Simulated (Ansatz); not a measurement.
# Cl3H5OSi2: the cost of one run

All numbers below are computed with Ansatz 0.2.0 (RKS PBE/def2-SVP).

**1. The starting structure**

Bond lengths: Si1–O2 2.030 Å, O2–H3 1.010 Å, Si1–Cl4 2.130 Å, Si1–Cl5 2.128 Å, Si1–Cl6 2.128 Å, Si1–Si7 2.520 Å, Si7–H8 1.460 Å, Si7–H9 1.460 Å, Si7–H10 1.460 Å, Si7–H11 1.613 Å. Angles (14 of 21 angles, heavy atoms first): O2–Si1–Cl4 109.4°, O2–Si1–Cl5 109.5°, O2–Si1–Cl6 109.5°, O2–Si1–Si7 71.6°, Cl4–Si1–Cl5 109.5°, Cl4–Si1–Cl6 109.5°, Cl4–Si1–Si7 67.2°, Cl5–Si1–Cl6 109.5°, Cl5–Si1–Si7 176.6°, Cl6–Si1–Si7 72.8°, Si1–O2–H3 109.5°, Si1–Si7–H8 109.5°, Si1–Si7–H9 109.5°, Si1–Si7–H10 109.5°.

Structure file:

```xyz
11

Si    0.0000    0.0000    0.0000
O     0.0000    0.0000    2.0300
H    -0.9095   -0.2814    2.3671
Cl    2.0086    0.0000   -0.7093
Cl   -1.0032    1.7381   -0.7093
Cl   -1.0032   -1.7381   -0.7093
Si    1.3153   -1.9973    0.7946
H     0.4966   -3.1999    0.6724
H     2.5185   -2.1437   -0.0193
H     1.6939   -1.8070    2.1918
H     0.6714   -1.0196    1.9036
```

**2. A restrained relaxation towards end A**

Springs on the bonds that form and break draw the guess towards this end; the thresholds are loose.

Contents of input.yaml:

```yaml
crystal:
  periodic: [false, false, false]
  atoms:
    - { symbol: Si, position_ang: [0.0, 0.0, 0.0] }
    - { symbol: O, position_ang: [0.0, 0.0, 2.03] }
    - { symbol: H, position_ang: [-0.9095, -0.2814, 2.3671] }
    - { symbol: Cl, position_ang: [2.0086, 0.0, -0.7093] }
    - { symbol: Cl, position_ang: [-1.0032, 1.7381, -0.7093] }
    - { symbol: Cl, position_ang: [-1.0032, -1.7381, -0.7093] }
    - { symbol: Si, position_ang: [1.3153, -1.9973, 0.7946] }
    - { symbol: H, position_ang: [0.4966, -3.1999, 0.6724] }
    - { symbol: H, position_ang: [2.5185, -2.1437, -0.0193] }
    - { symbol: H, position_ang: [1.6939, -1.807, 2.1918] }
    - { symbol: H, position_ang: [0.6714, -1.0196, 1.9036] }
basis:
  gaussian: { orbitals: def2-SVP }
hamiltonian:
  xc: pbe
relax:
  f_tol: 0.15
  max_steps: 25
  restrain:
    - { distance: [0, 6], at: 3.42, k: 30.0 }
    - { distance: [10, 1], at: 2.21, k: 30.0 }
    - { distance: [0, 1], at: 1.68, k: 30.0 }
    - { distance: [10, 6], at: 1.46, k: 30.0 }
```

Launch:

```
> ansatz run input.yaml --threads 4 --pin off --max-ram 5120MiB --backend cpu --events-out ev --progress --plain --runs-dir out
```

Q: Estimate wall time and peak memory on 4 threads of Arm Neoverse V1, shared host.

About 28 s, with a peak of 0.2 GiB.
